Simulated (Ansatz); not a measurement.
**C₈H₈O: up Jacob's ladder to CCSD(T)**

The task here is to estimate one member of a computed series from the others.

Program: Ansatz 0.2.0, Gaussian basis. Level of theory: functionals in def2-TZVPP, the program's frozen cores in correlated methods. These are calculated values, not measurements.

The runs, in order: LDA (SPW92), PBE-D4, revPBE-D4, BLYP-D4, r2SCAN-D4, B97M-V, PBE0-D4, B3LYP-D4, r2SCANh-D4, r2SCAN0-D4, HSE06-D4, BHLYP-D4, CAM-B3LYP-D4, LC-ωPBE, ωB97X-V, ωB97M-V, B2PLYP, PBE-QIDH; CCSD(T)/def2-SVP; CCSD(T)/def2-TZVPP; MP2/def2-QZVPP; extrapolation to the limit; RPA on PBE.

### The relaxed structure

All runs share one geometry, relaxed beforehand with PBE0-D4 in a triple-zeta def2 set.

SMILES `CC(=O)c1ccccc1`, 17 atoms, charge 0, spin multiplicity 1.

Atoms are counted from 1 here; the program's logs count them from 0.

Bond lengths: C1–C2 1.506 Å, C1–H10 1.093 Å, C1–H11 1.093 Å, C1–H12 1.088 Å, C2–O3 1.210 Å, C2–C4 1.492 Å, C4–C5 1.393 Å, C4–C9 1.394 Å, C5–C6 1.386 Å, C5–H13 1.083 Å, C6–C7 1.387 Å, C6–H14 1.084 Å, C7–C8 1.389 Å, C7–H15 1.084 Å, C8–C9 1.382 Å, C8–H16 1.084 Å, C9–H17 1.083 Å. Angles: C2–C1–H10 110.8°, C2–C1–H11 110.8°, C2–C1–H12 108.8°, H10–C1–H11 107.3°, H10–C1–H12 109.6°, H11–C1–H12 109.5°, C1–C2–O3 120.8°, C1–C2–C4 118.5°, O3–C2–C4 120.7°, C2–C4–C5 122.4°, C2–C4–C9 118.3°, C5–C4–C9 119.3°, C4–C5–C6 120.4°, C4–C5–H13 120.3°, C6–C5–H13 119.4°, C5–C6–C7 119.9°, C5–C6–H14 119.9°, C7–C6–H14 120.1° and more.

The first run:

The input, in.yaml:

```yaml
crystal:
  periodic: [false, false, false]
  atoms:
    - {symbol: C, position_ang: [2.422991, -0.679555, -0.991280]}
    - {symbol: C, position_ang: [1.604527, -0.759311, 0.269991]}
    - {symbol: O, position_ang: [2.051870, -1.278011, 1.267625]}
    - {symbol: C, position_ang: [0.228340, -0.183066, 0.263412]}
    - {symbol: C, position_ang: [-0.324449, 0.417154, -0.865051]}
    - {symbol: C, position_ang: [-1.607934, 0.938500, -0.823590]}
    - {symbol: C, position_ang: [-2.347760, 0.863881, 0.346678]}
    - {symbol: C, position_ang: [-1.803234, 0.266848, 1.477001]}
    - {symbol: C, position_ang: [-0.523331, -0.253237, 1.434951]}
    - {symbol: H, position_ang: [2.563040, 0.360416, -1.297372]}
    - {symbol: H, position_ang: [1.920544, -1.195856, -1.813455]}
    - {symbol: H, position_ang: [3.392096, -1.139674, -0.811015]}
    - {symbol: H, position_ang: [0.245116, 0.480723, -1.784284]}
    - {symbol: H, position_ang: [-2.031563, 1.403842, -1.705964]}
    - {symbol: H, position_ang: [-3.351666, 1.271871, 0.379171]}
    - {symbol: H, position_ang: [-2.382030, 0.208953, 2.391591]}
    - {symbol: H, position_ang: [-0.075558, -0.723881, 2.301893]}
basis:
  gaussian: {orbitals: def2-TZVPP}
hamiltonian: {xc: lda}
output: {orbitals: {seedname: orbitals}}
```

Launch:

```bash
$ ansatz run in.yaml --threads 2 --pin off --events-out ev --progress --plain --max-ram 32768MiB --backend cuda --devices 0, --max-vram 18GiB
```

Among the steps run: LDA; PBE-D4 (GGA); revPBE-D4 (GGA); BLYP-D4 (GGA); r2SCAN-D4 (meta-GGA); B97M-V (meta-GGA); B3LYP-D4 (hybrid); r2SCANh-D4 (hybrid); r2SCAN0-D4 (hybrid); HSE06-D4 (hybrid); BHLYP-D4 (hybrid); CAM-B3LYP-D4 (range-separated); LC-ωPBE (range-separated); ωB97X-V (range-separated); ωB97M-V (range-separated); B2PLYP (double hybrid); PBE-QIDH (double hybrid).

One table of the session follows, with a row left open; its other results are not shown here.

It belongs to the step «Frontier levels by functional». 

```
  functional  HOMO (eV)  LUMO (eV)  gap (eV)
 LDA (SPW92)      -5.86      -2.79      3.06
      PBE-D4      -5.67      -2.54      3.13
   revPBE-D4      -5.59      -2.45      3.15
     BLYP-D4      -5.57      -2.38      3.19
   r2SCAN-D4      -5.97      -2.40      3.57
      B97M-V      -6.14      -2.29      3.85
     PBE0-D4      -7.32      -1.63      5.68
    B3LYP-D4          ?          ?         ?
  r2SCANh-D4      -6.60      -2.07      4.53
  r2SCAN0-D4      -7.53      -1.57      5.97
    HSE06-D4      -6.91      -2.01      4.90
    BHLYP-D4      -8.36      -0.57      7.79
CAM-B3LYP-D4      -8.77      -0.54      8.24
     LC-ωPBE     -10.06       0.49     10.55
     ωB97X-V      -9.71       0.48     10.19
     ωB97M-V      -9.64       0.43     10.06
```

Estimate the missing values for B3LYP-D4.

Worked estimate for «HOMO (eV)». Against the share of exact exchange, BLYP-D4 (0, -5.57), BHLYP-D4 (0.5, -8.36) give a slope of -5.58 per unit share; at 0.2 the line stands at -6.69.

As computed: HOMO (eV): -7.05; LUMO (eV): -1.82; gap (eV): 5.23. In «HOMO (eV)» the line misses by +0.36.
